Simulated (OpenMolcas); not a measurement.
# Ru⁵⁺ among point charges: CASSCF and CASPT2 levels and susceptibility

How does a field of 6 point charges split the states of Ru⁵⁺, and what χT follows?

The numbers are computed with OpenMolcas 26.06 (state-averaged CASSCF and CASPT2, spin-orbit coupling by RASSI with atomic mean-field integrals), except any that are marked as measured or tabulated.

### Step 1. The system

```
Species                           : Ru⁵⁺ (ruthenium, Z = 44, 39 electrons)
Basis                             : ANO-RCC-VDZP [6s5p3d1f], 43 functions
Scalar Hamiltonian                : DKH2, point nucleus
Inactive shells                   : 1s 2s 2p 3s 3p 3d 4s 4p
Active space                      : 3 electrons in 5 orbitals (4d)
Some configurations of this space : 4d³
Orbitals                          : optimised for each spin and parity, averaged over all roots
```

The outer shells:

4d3
```
4d [↑ ][↑ ][↑ ][  ][  ]
```

The ion sits among 6 point charges of -0.85 e arranged as an octahedron (Oh), 1.85 Å from the ion.

Each step is its own input file, run in one work folder so that later steps find the files of earlier ones. Labels, J, g values, rates, χT and fits are worked out afterwards by a script from the matrices that RASSI stores. The input lists half of the charges; inversion (Group=XYZ) makes the rest.

### Step 2. GATEWAY and SEWARD: basis and integrals

File a.inp:

```
&GATEWAY
Coord
1

Ru 0.0 0.0 0.0
Basis=ANO-RCC-VDZP
Group=XYZ
NoMove
AngMom=0.0 0.0 0.0
AMFI
XField
3 Angstrom 0
1.850000 0.000000 0.000000 -0.850000
0.000000 1.850000 0.000000 -0.850000
0.000000 0.000000 1.850000 -0.850000
&SEWARD
```

Started as:

```bash
$ OMP_NUM_THREADS=1 MOLCAS_MEM=1689 MOLCAS_PROJECT=a pymolcas a.inp > a.log
```

The log of the run:

```text
Basis set label: RU.ANO-RCC...6S5P3D1F.

      Electronic valence basis set:
      ------------------
      Associated Effective Charge  44.000000 au
      Associated Actual Charge     44.000000 au
      Nuclear Model: Point charge

      Shell  nPrim  nBasis  Cartesian Spherical Contaminant
         s      21       6        X
         p      18       5        X
         d      13       3                 X
         f       6       1                 X
                  Relativistic Douglas-Kroll-Hess integrals:
                    - DKH order of Hamiltonian: 2
                    - DKH order of Properties : 0
                  Atomic mean-field integrals
```

### Step 3. CASSCF: quartets of even parity, 10 roots

File a.inp:

```
&RASSCF
FileOrb=start.orb
Symmetry=1
Spin=4
nActEl=3 0 0
Inactive=9 9
Ras2=5 0
CIRoot=10 10 1
SDav=10
CIMx=300
Iter=120 100
PrWF=0.3
OrbListing=Nothing
MaxOrb=0
>>> COPY $Project.JobIph JOB001
```

start.orb holds the contracted functions of the basis, ordered by shell, or the orbitals of the step before.

The log of the run (excerpt; [...] marks lines left out):

```text
[...]
      Number of active orbitals                  5
[...]
      Spin quantum number                      1.5
[...]
      Active orbitals                            5   0
[...]
      Number of CSFs                            10
      Number of root(s) required                10
[...]
      Convergence after  7 iterations
[...]
      Natural orbitals and occupation numbers for root  1
      sym 1:   1.000000   1.000000  -0.000000   1.000000   0.000000
      Natural orbitals and occupation numbers for root  2
      sym 1:   1.000000   0.250001   0.749999   0.749999   0.250001
      Natural orbitals and occupation numbers for root  3
      sym 1:   0.749887   0.749887   1.000000   0.250113   0.250113
::    RASSCF root number  1 Total energy:  -4529.05864077
::    RASSCF root number  2 Total energy:  -4529.04042522
::    RASSCF root number  3 Total energy:  -4529.04042522
[...]
::    RASSCF root number  7 Total energy:  -4529.02670535
::    RASSCF root number  8 Total energy:  -4528.96752204
::    RASSCF root number  9 Total energy:  -4528.96752204
::    RASSCF root number 10 Total energy:  -4528.96752204
```

### Step 4. CASSCF: doublets of even parity, 40 roots

File a.inp:

```
&RASSCF
FileOrb=start.orb
Symmetry=1
Spin=2
nActEl=3 0 0
Inactive=9 9
Ras2=5 0
CIRoot=40 40 1
SDav=40
CIMx=300
Iter=120 100
PrWF=0.3
OrbListing=Nothing
MaxOrb=0
>>> COPY $Project.JobIph JOB002
```

The log of the run (excerpt; [...] marks lines left out):

```text
[...]
      Number of active orbitals                  5
[...]
      Spin quantum number                      0.5
[...]
      Active orbitals                            5   0
[...]
      Number of CSFs                            40
      Number of root(s) required                40
[...]
      Convergence after  6 iterations
[...]
      Natural orbitals and occupation numbers for root  1
      sym 1:   0.944322   0.982755   0.081889   0.107748   0.883286
      Natural orbitals and occupation numbers for root  2
      sym 1:   0.929253   0.890821   0.107748   0.081889   0.990289
      Natural orbitals and occupation numbers for root  3
      sym 1:   0.914116   0.846837   0.108976   0.188800   0.941272
::    RASSCF root number  1 Total energy:  -4528.97604233
::    RASSCF root number  2 Total energy:  -4528.97604233
::    RASSCF root number  3 Total energy:  -4528.97326855
[...]
::    RASSCF root number 27 Total energy:  -4528.91357463
::    RASSCF root number 28 Total energy:  -4528.91357463
::    RASSCF root number 29 Total energy:  -4528.87601836
::    RASSCF root number 30 Total energy:  -4528.87378970
```

### Step 5. RASSI: spin-orbit coupling between the states

File a.inp:

```
&RASSI
NrOfJobIphs=2 10 40
1 2 3 4 5 6 7 8 9 10
1 2 3 4 5 6 7 8 9 10 11 12 13 14 15 16 17 18 19 20 21 22 23 24 25 26 27
28 29 30 31 32 33 34 35 36 37 38 39 40
IphNames
JOB001
JOB002
EJob
SpinOrbit
DIPRint=1.0
SOCoupling=1000.0
Subsets=2
Property=9
'ANGMOM' 1 'ANGMOM' 2 'ANGMOM' 3 'MLTPL  1' 1 'MLTPL  1' 2 'MLTPL  1' 3
'AMFI' 1 'AMFI' 2 'AMFI' 3
SOProperty=3
'ANGMOM' 1 'ANGMOM' 2 'ANGMOM' 3
```

The log of the run (excerpt; [...] marks lines left out):

```text
SPIN-FREE ENERGIES:
  (Shifted by EMIN (a.u.) =      -4529.0586407670)
 SF State       Relative EMIN(au)   Rel lowest level(eV)    D:o, cm**(-1)      L_eff
     1             0.0000000000        0.0000000000              0.0000         3.0
     2             0.0182155455        0.4956702431           3997.8501         3.0
     3             0.0182155455        0.4956702431           3997.8501         3.0
     4             0.0182155455        0.4956702431           3997.8501         3.0
     5             0.0319354217        0.8690070940           7009.0149         3.0
     6             0.0319354217        0.8690070940           7009.0149         3.0
     7             0.0319354217        0.8690070940           7009.0149         3.0
    11             0.0825984417        2.2476181001          18128.2625         4.0
    12             0.0825984417        2.2476181001          18128.2625         4.0
    13             0.0853722189        2.3230964244          18737.0363         4.1
[...]
Eigenvalues of complex Hamiltonian:
   -----------------------------------
  (Shifted by EMIN (a.u.) =      -4529.0586407670)
 SO State       Relative EMIN(au)   Rel lowest level(eV)    D:o, cm**(-1)     J-value
     1            -0.0049455134        0.0000000000              0.0000         2.0
     2            -0.0049455134        0.0000000000              0.0000         2.1
     3            -0.0049455134        0.0000000000              0.0000         2.1
     4            -0.0049455134        0.0000000000              0.0000         1.9
     5             0.0125374601        0.4757359455           3837.0692         1.8
     6             0.0125374601        0.4757359452           3837.0692         2.2
     7             0.0125374601        0.4757359452           3837.0692         2.2
     8             0.0125374601        0.4757359455           3837.0692         1.8
     9             0.0137142849        0.5077589810           4095.3524         2.3
    10             0.0137142849        0.5077589810           4095.3524         2.3
    11             0.0176695641        0.6153876088           4963.4358         2.6
[...]
```

These steps: 7.1 s of run time, 1 thread, shared host.

States without spin-orbit coupling:

| state | degeneracy | E (cm-1) | free-ion L (%) |
| --- | --- | --- | --- |
| 4A2 | 1 | 0 | F (100) |
| 4T2 | 3 | 3998 | F (100) |
| 4T1 | 3 | 7009 | F (98) |
| 2E | 2 | 18128 | G (79) |
| 2T1 | 3 | 18737 | G (74) |
| 4T1 | 3 | 19998 | P (98) |
| 2A1 | 1 | 20174 | G (100) |
| 2T2 | 3 | 21228 | G (91) |
| 2T1 | 3 | 24196 | H (53) |
| 2T2 | 3 | 24215 | H (78) |
| 2E | 2 | 26078 | H (59) |
| 2T1 | 3 | 27220 | P (51) |
| 2T1 | 3 | 28145 | H (83) |
| 2T2 | 3 | 29500 | D (72) |
| 2E | 2 | 31838 | D (52) |
| 2A2 | 1 | 40081 | F (100) |
| 2T2 | 3 | 40570 | F (98) |
| 2T1 | 3 | 41804 | F (97) |
| 2E | 2 | 61852 | D (100) |
| 2T2 | 3 | 62910 | D (98) |

With spin-orbit coupling:

| E (cm-1) | Degeneracy | Label | 2S+1 | g |
| --- | --- | --- | --- | --- |
| 0.0 | 4 | Γ8 | 4 |  |
| 3837 | 4 | Γ8 | 4 |  |
| 4095 | 2 | Γ7 | 4 | 1.38 1.38 1.38 |
| 4963 | 4 | Γ8 | 4 |  |
| 5170 | 2 | Γ6 | 4 | 2.87 2.87 2.87 |
| 7089 | 2 | Γ7 | 4 | 0.60 0.60 0.60 |
| 7970 | 4 | Γ8 | 4 |  |
| 9007 | 4 | Γ8 | 4 |  |
| 9601 | 2 | Γ6 | 4 | 4.80 4.80 4.80 |
| 18413 | 4 | Γ8 | 2 |  |
| 18785 | 4 | Γ8 | 2 |  |
| 18848 | 2 | Γ6 | 2 | 0.41 0.41 0.41 |
| 19830 | 2 | Γ6 | 4 | 0.61 0.61 0.61 |
| 20303 | 4 | Γ8 | 2 |  |
| 21389 | 2 | Γ7 | 2 | 1.04 1.04 1.04 |
| 21561 | 4 | Γ8 | 4 |  |
| 21667 | 2 | Γ7 | 4 | 1.25 1.25 1.25 |
| 22085 | 2 | Γ6 | 2 | 3.61 3.61 3.61 |
| 22161 | 4 | Γ8 | 2 |  |
| 24475 | 2 | Γ6 | 2 | 1.76 1.76 1.76 |
| 25308 | 4 | Γ8 | 2 |  |
| 26145 | 2 | Γ7 | 2 | 3.58 3.58 3.58 |
| 26329 | 4 | Γ8 | 2 |  |
| 27581 | 4 | Γ8 | 2 |  |

Principal g values are given for doublets only; a zero marks a field direction without first-order Zeeman splitting.

Powder χT (cm³ K/mol): 0.54 at 2 K, 0.54 at 5 K, 0.55 at 10 K, 0.55 at 20 K, 0.56 at 50 K, 0.58 at 100 K, 0.60 at 150 K, 0.62 at 200 K, 0.64 at 250 K, 0.66 at 300 K.

A ligand-field fit to the states below 45000 cm-1 gives 10Dq = 4108 cm-1, B = 994 cm-1 and C = 4085 cm-1 (C/B = 4.11), with a deviation of 46 cm-1.

### Step 6. CASPT2: IPEA 0.25, imaginary shift 0.1 (closed shells correlated: 4s 4p)

File a.inp:

```
>>> COPY JOB001 $Project.JobIph
&CASPT2
Multistate=10 1 2 3 4 5 6 7 8 9 10
NoMult
Frozen=8 6
IPEA=0.25
Imaginary=0.1
MaxIter=60
WThr=0.0 0.3 0.05
PrWF=0.5
NoMix
>>> COPY JOB002 $Project.JobIph
&CASPT2
Multistate=40 1 2 3 4 5 6 7 8 9 10 11 12 13 14 15 16 17 18 19 20 21 22
23 24 25 26 27 28 29 30 31 32 33 34 35 36 37 38 39 40
NoMult
Frozen=8 6
IPEA=0.25
Imaginary=0.1
MaxIter=60
WThr=0.0 0.3 0.05
PrWF=0.5
NoMix
```

The log of the run:

```text
Orbital specifications:
      -----------------------

      Symmetry species                           1   2
                                                ag  au
      Frozen orbitals                            8   6
      Inactive orbitals                          1   3
      Active orbitals                            5   0
      Secondary orbitals                         7  13
      Deleted orbitals                           0   0
      Number of basis functions                 21  22
Type of calculation                        SS-CASPT2
      Fock operator                              state-specific
      IPEA shift                                 0.25
      Real shift                                 0.00
      Imaginary shift                            0.10
      The input orbitals will be transformed to quasi-canonical
Reference energy:       -4529.0586407670
      E2 (Non-variational):      -0.1946844230
      Shift correction:          -0.0000774565
      E2 (Variational):          -0.1947618795
      Total energy:           -4529.2534026465
      Residual norm:              0.0000006849
      Reference weight:           0.96357
      Contributions to the CASPT2 correlation energy
      Active & Virtual Only:         -0.0126623320
      One Inactive Excited:          -0.0896374772
      Two Inactive Excited:          -0.0923846139
Reference energy:       -4529.0404252215
      E2 (Non-variational):      -0.1971420045
      Shift correction:          -0.0000815318
      E2 (Variational):          -0.1972235364
      Total energy:           -4529.2376487579
      Residual norm:              0.0000000258
      Reference weight:           0.96250
      Contributions to the CASPT2 correlation energy
      Active & Virtual Only:         -0.0131756103
      One Inactive Excited:          -0.0910041783
      Two Inactive Excited:          -0.0929622159
::    CASPT2 Root  1     Total energy:  -4529.25340265
::    CASPT2 Root  2     Total energy:  -4529.23764876
::    CASPT2 Root  3     Total energy:  -4529.23764773
::    CASPT2 Root  4     Total energy:  -4529.23541368
::    CASPT2 Root  5     Total energy:  -4529.22404930
::    CASPT2 Root  6     Total energy:  -4529.22422646
::    CASPT2 Root  7     Total energy:  -4529.22407689
::    CASPT2 Root  8     Total energy:  -4529.17491372
::    CASPT2 Root  9     Total energy:  -4529.17491290
::    CASPT2 Root 10     Total energy:  -4529.17548744
Orbital specifications:
      -----------------------

      Symmetry species                           1   2
                                                ag  au
      Frozen orbitals                            8   6
      Inactive orbitals                          1   3
      Active orbitals                            5   0
      Secondary orbitals                         7  13
      Deleted orbitals                           0   0
      Number of basis functions                 21  22
Type of calculation                        SS-CASPT2
      Fock operator                              state-specific
      IPEA shift                                 0.25
      Real shift                                 0.00
      Imaginary shift                            0.10
      The input orbitals will be transformed to quasi-canonical
Reference energy:       -4528.9760423253
      E2 (Non-variational):      -0.2025539655
      Shift correction:          -0.0000864347
      E2 (Variational):          -0.2026404003
      Total energy:           -4529.1786827256
      Residual norm:              0.0000004982
      Reference weight:           0.96124
      Contributions to the CASPT2 correlation energy
      Active & Virtual Only:         -0.0146712836
      One Inactive Excited:          -0.0938132548
      Two Inactive Excited:          -0.0940694271
Reference energy:       -4528.9760423253
      E2 (Non-variational):      -0.2024125854
      Shift correction:          -0.0000862327
      E2 (Variational):          -0.2024988181
      Total energy:           -4529.1785411434
      Residual norm:              0.0000004986
      Reference weight:           0.96130
      Contributions to the CASPT2 correlation energy
      Active & Virtual Only:         -0.0146714816
      One Inactive Excited:          -0.0936724062
      Two Inactive Excited:          -0.0940686976
::    CASPT2 Root  1     Total energy:  -4529.17868273
::    CASPT2 Root  2     Total energy:  -4529.17854114
::    CASPT2 Root  3     Total energy:  -4529.17587734
::    CASPT2 Root  4     Total energy:  -4529.17581529
::    CASPT2 Root  5     Total energy:  -4529.17586842
::    CASPT2 Root  6     Total energy:  -4529.17107668
::    CASPT2 Root  7     Total energy:  -4529.16641847
::    CASPT2 Root  8     Total energy:  -4529.16625598
::    CASPT2 Root  9     Total energy:  -4529.16642101
::    CASPT2 Root 10     Total energy:  -4529.15201145
::    CASPT2 Root 11     Total energy:  -4529.15192766
::    CASPT2 Root 12     Total energy:  -4529.15202065
::    CASPT2 Root 13     Total energy:  -4529.15191580
::    CASPT2 Root 14     Total energy:  -4529.15199142
::    CASPT2 Root 15     Total energy:  -4529.15199769
::    CASPT2 Root 16     Total energy:  -4529.14535502
::    CASPT2 Root 17     Total energy:  -4529.14550408
::    CASPT2 Root 18     Total energy:  -4529.13994171
::    CASPT2 Root 19     Total energy:  -4529.13998170
::    CASPT2 Root 20     Total energy:  -4529.14001030
::    CASPT2 Root 21     Total energy:  -4529.13132859
::    CASPT2 Root 22     Total energy:  -4529.13131481
::    CASPT2 Root 23     Total energy:  -4529.13134305
::    CASPT2 Root 24     Total energy:  -4529.13279756
::    CASPT2 Root 25     Total energy:  -4529.13220041
::    CASPT2 Root 26     Total energy:  -4529.13215392
::    CASPT2 Root 27     Total energy:  -4529.11626206
::    CASPT2 Root 28     Total energy:  -4529.11622567
::    CASPT2 Root 29     Total energy:  -4529.09111040
::    CASPT2 Root 30     Total energy:  -4529.08827991
```

Time for this run: 2 s (1 thread, shared host).

SS-CASPT2: lowest energy less the reference's lowest, -0.1948 hartree; reference weights 0.956 to 0.964.

States without spin-orbit coupling:

| state | degeneracy | E (cm-1) | free-ion L (%) |
| --- | --- | --- | --- |
| 4A2 | 1 | 0 | F (100) |
| 4T2 | 3 | 3621 | F (100) |
| 4T1 | 3 | 6427 | F (98) |
| 2E | 2 | 16415 | G (79) |
| 2T1 | 3 | 17020 | G (74) |
| 4T1 | 3 | 17184 | P (98) |
| 2A1 | 1 | 18068 | G (100) |
| 2T2 | 3 | 19103 | G (91) |
| 2T1 | 3 | 22258 | H (53) |
| 2T2 | 3 | 22262 | H (78) |
| 2E | 2 | 23697 | H (59) |
| 2T1 | 3 | 24894 | P (51) |
| 2T2 | 3 | 26561 | D (72) |
| 2T1 | 3 | 26792 | H (83) |
| 2E | 2 | 30103 | D (52) |
| 2A2 | 1 | 35619 | F (100) |
| 2T2 | 3 | 36228 | F (98) |
| 2T1 | 3 | 37548 | F (97) |
| 2E | 2 | 55164 | D (100) |
| 2T2 | 3 | 56583 | D (98) |

With spin-orbit coupling:

```
E (cm-1)  Degeneracy  Label  2S+1               g
       0           4     Γ8     4                
    3490           4     Γ8     4                
    3790           2     Γ7     4  1.25 1.25 1.25
    4690           4     Γ8     4                
    4880           2     Γ6     4  2.88 2.88 2.88
    6610           2     Γ7     4  0.73 0.73 0.73
    7520           4     Γ8     4                
    8510           4     Γ8     4                
    9070           2     Γ6     4  4.80 4.80 4.80
   16470           4     Γ8     4                
   16530           2     Γ6     4  1.96 1.96 1.96
   16810           4     Γ8     2                
   17720           2     Γ6     2  0.80 0.80 0.80
   18370           4     Γ8     2                
   18850           4     Γ8     4                
   18860           2     Γ7     4  2.46 2.46 2.46
   19460           2     Γ7     2  2.26 2.26 2.26
   20170           4     Γ8     2                
   20280           2     Γ6     2  3.43 3.43 3.43
   22610           2     Γ6     2  1.71 1.71 1.71
   23480           4     Γ8     2                
   24280           2     Γ7     2  3.59 3.59 3.59
   24330           4     Γ8     2                
   25390           4     Γ8     2
```

Powder χT (cm³ K/mol): 0.47 at 2 K, 0.47 at 5 K, 0.48 at 10 K, 0.48 at 20 K, 0.49 at 50 K, 0.51 at 100 K, 0.53 at 150 K, 0.55 at 200 K, 0.57 at 250 K, 0.59 at 300 K.

### Step 7. The methods side by side

A. CASSCF
B. SS-CASPT2, IPEA 0.25, imaginary shift 0.1 (closed shells correlated: 4s 4p)

| method | ground state | first state of that spin (cm-1) | first gap with spin-orbit (cm-1) | χT at 300 K |
| --- | --- | --- | --- | --- |
| A | 4A2 | 4T2 3998 | 3837.1 | 0.66 |
| B | 4A2 | 4T2 3621 | 3493.6 | 0.59 |

### Step 8. Outcome

| quantity | value |
| --- | --- |
| method | SS-CASPT2, IPEA 0.25, imaginary shift 0.1 (closed shells correlated: 4s 4p) |
| spin-free ground state | 4A2, 1-fold in its orbital part |
| first state of the same spin within the active space | 4T2 at 3620 cm⁻¹ |
| lowest level | 4-fold Γ8 |
| next level | 3493.6 cm⁻¹ |
| χT at 300 K | 0.59 cm³ K/mol |
| effective moment at 300 K | 2.18 μB |

Cost by method:

| method | time of its own steps | time with the reference |
| --- | --- | --- |
| A. CASSCF | 7.1 s | 7.1 s |
| B. SS-CASPT2, IPEA 0.25, imaginary shift 0.1, +4s 4p | 2 s | 9.1 s |

Times are of one thread on a shared host.

What this shows: The spin-free ground state (4A2) comes to 100 % from free-ion F terms and keeps the highest spin of the shell. χT at 300 K is 0.59, against 1.88 cm³ K/mol for the spin alone, so spin-orbit coupling lowers it. CASPT2 does not keep the components of a term degenerate, and the means are used. The field of point charges can differ much from that of real complexes. This is an electrostatic model: the charges have no orbitals.
